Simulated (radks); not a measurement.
# I in [Kr] 4d10 5s2 5p5: an all-electron calculation

The task here is to estimate one member of a computed series from the others.

Program: radks (a radial shooting solver on a logarithmic mesh, Libxc functionals) version 1. Level of theory: Dirac Kohn-Sham, LDA (Slater exchange, Perdew-Wang correlation), spin-unpolarised, spherical densities, point nucleus; open shells fill j = l - 1/2 first. These are calculated values, not measurements, unless marked.

## The atom as given

* element: iodine (Z = 53)
* charge: 0
* electrons: 53
* configuration: [Kr] 4d10 5s2 5p5

Set-up of the first run:

The run's settings:

```text
Z 53
configuration [Kr] 4d10 5s2 5p5 6s0 4f0 5d0 6p0
relativity Dirac
functional lda,pw
spin unpolarised
j_filling energy
nucleus point
c 137.035999084
```

The run is started by

```sh
$ python run_ks.py task.json out
```

All runs below come from this command, one after another.

Among the steps run: Self-consistent calculation.

One table of the session follows, with a row left open; its other results are not shown here.

It belongs to the step «Radial structure». The radial density on a logarithmic grid:

| r (bohr) | 4πr²ρ (e/bohr) |
| --- | --- |
| 0.00131 | 3.116 |
| 0.00213 | 7.024 |
| 0.00344 | 14.81 |
| 0.00560 | 28.98 |
| 0.00906 | 48.83 |
| 0.0148 | 66.71 |
| 0.0238 | 67.86 |
| 0.0388 | 60.80 |
| 0.0628 | 79.09 |
| 0.102 | 83.71 |
| 0.165 | 63.32 |
| 0.269 | 72.30 |
| 0.435 | 28.64 |
| 0.709 | 28.18 |
| 1.15 | ? |
| 1.85 | 4.641 |
| 3.02 | 1.683 |
| 4.87 | 0.1583 |

Estimate the missing values for r (bohr) = 1.15.

Worked estimate for «4πr²ρ (e/bohr)». A straight line through the neighbours (0.709, 28.18) and (1.85, 4.641) gives 28.18 + (4.641 − 28.18) × (1.15 − 0.709) / (1.85 − 0.709) = 19.08; a parabola fitted to 4 rows on both sides gives 15.79.

The run gave: 4πr²ρ (e/bohr): 11.95. In «4πr²ρ (e/bohr)» the line misses by +7.13 and the parabola by +3.84.

To keep in mind: Spin polarisation and multiplet splitting are left out.
